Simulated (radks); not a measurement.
**Rb⁴⁺ in [Ar] 3d10 4s2 4p2.5 5p0.5: an all-electron calculation**

An exercise on one series of results from a longer session: the logs are not shown, and one member is left open.

Method: scalar-relativistic Kohn-Sham, r2SCAN, spin-unpolarised, spherical densities, finite nucleus. Code: radks (a radial shooting solver on a logarithmic mesh, Libxc functionals) version 1.

## The atom as given

* element: rubidium (Z = 37)
* charge: +4
* electrons: 33
* configuration: [Ar] 3d10 4s2 4p2.5 5p0.5
* nuclear rms radius: 4.2036 fm

The first run:

Input:

```text
Z 37
configuration [Ar] 3d10 4s2 4p2.5 5p0.5 5s0 4d0 4f0 6p0
relativity scalar-relativistic
functional r2scan,r2scan
spin unpolarised
nucleus finite rms 4.2036 fm
c 137.035999084
```

Command:

```bash
$ python run_ks.py task.json out
```

This one command runs every case of the session in turn.

One of the session's tables, all rows but one given; the rest of the session is left out.

It belongs to the step «Orbitals and density». Sizes of the orbitals, from the radial functions (bohr):

| level | <r> | outermost maximum (interpolated) | 90 % within | nodes |
| --- | --- | --- | --- | --- |
| 1s | 0.04030 | 0.0263 | 0.0721 | 0 |
| 2s | 0.1777 | 0.149 | 0.275 | 1 |
| 2p | 0.1551 | 0.120 | 0.253 | 0 |
| 3s | 0.5088 | 0.450 | 0.755 | 2 |
| 3p | 0.5170 | 0.446 | 0.785 | 1 |
| 3d | 0.5219 | 0.394 | 0.847 | 0 |
| 4s | ? | ? | ? | ? |
| 4p | 1.497 | 1.33 | 2.19 | 2 |
| 4d | 1.947 | 1.66 | 2.94 | 1 |
| 5s | 3.045 | 2.89 | 4.28 | 4 |
| 5p | 3.418 | 3.26 | 4.79 | 3 |
| 4f | 3.328 | 2.98 | 4.96 | 0 |

**Question.** Estimate the row for 4s.

The run gave: <r>: 1.353; outermost maximum (interpolated): 1.22; 90 % within: 1.96; nodes: 3. In the column «<r>» it lies between 3d (0.5219) and 4p (1.497).
